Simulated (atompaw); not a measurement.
# C: generating and testing a PAW (atompaw) potential

Do these settings give a usable potential? It is generated, then checked for scattering, ghosts and hardness.

The numbers are computed with atompaw 4.2.0.5 (PBEsol, scalar-relativistic, spin-unpolarised reference atom).

## (1) Starting point

Typed settings, in words:

```json
{
  "element": "carbon (C, Z = 6)",
  "type": "PAW",
  "frozen core": "[He]",
  "valence charge": "4",
  "reference configuration": "2s2 2p1 (charge +1)",
  "partial waves": "2s (bound): rc 0.40 bohr; 2s channel at -1.15 Ry: rc 0.40 bohr; 2p (bound): rc 2.70 bohr; 2p channel at -0.35 Ry: rc 2.70 bohr",
  "local potential": "bessel scheme, radius 1.90 bohr",
  "core correction": "smooth core density matched at 1.60 bohr",
  "augmentation charge": "sinc compensation charge, radius 2.35 bohr; PAW radius 2.70 bohr; waves and projectors: custom rrkj vanderbiltortho"
}
```

The outer shells as boxes (Hund's rule for the drawing; the calculation is spin-unpolarised):

```
[He] core
2s [↑↓]
2p [↑ ][  ][  ]
```

The nodes and maxima of the atom's own shells, from an earlier all-electron run, set the scale for the radii.

All-electron outer shells of the reference configuration (PBEsol, scalar-relativistic, ld1.x):

```tsv
shell	level (eV)	outermost node (bohr)	outermost maximum (bohr)
1s	-287.02	–	0.18
2s	-25.62	0.38	1.17
2p	-16.91	–	1.11
3d	-2.02	–	5.38
```

## (2) Generating the potential

The input, C.input:

```
C 6
GGA-PBESOL scalarrelativistic loggrid 1500 logderivrange -4 5 226
2 2 0 0 0 0
2 1 1
0 0 0
c
v
v
1
2.70 2.35 1.90 1.60
y
-1.15
n
y
-0.35
n
custom rrkj vanderbiltortho sinc
bessel
0.40
0.40
2.70
2.70
PWSCFOUT
UPFDX 0.0125d0 UPFXMIN -7.d0 UPFZMESH 6.d0
END
```

On the command line:

```sh
atompaw < C.input > C.log
```

**Question.** What will these runs give? Wanted: cutoffs for 10 and 1 mRy, occupied levels; bound ghosts; largest phase difference near zero energy, channels read; lowest eigenvalue of the overlap; share of valence orbitals outside the PAW sphere; UPF file.

The runs gave:

| quantity | value |
| --- | --- |
| cutoffs for 10 and 1 mRy, occupied levels | over 300 Ry and over 300 Ry |
| bound ghosts | none found |
| largest phase difference near zero energy, channels read | 0.028 rad |
| lowest eigenvalue of the overlap (Bessel basis) | 0.163 (p) |
| share of valence orbitals outside the PAW sphere | 2s 4 %, 2p 7 % |
| UPF file | written |

In words: By its cutoff, over 300 Ry for the looser tolerance, it is very hard. The slowest occupied level is 2s: taken alone it needs over 300 Ry to come within 1 mRy, against 10 Ry for 2p. The Bessel-basis test finds no level below the valence levels. Near zero energy the phases of the channels with partial waves agree within 0.028 rad. All of this concerns the isolated atom, not yet a solid.
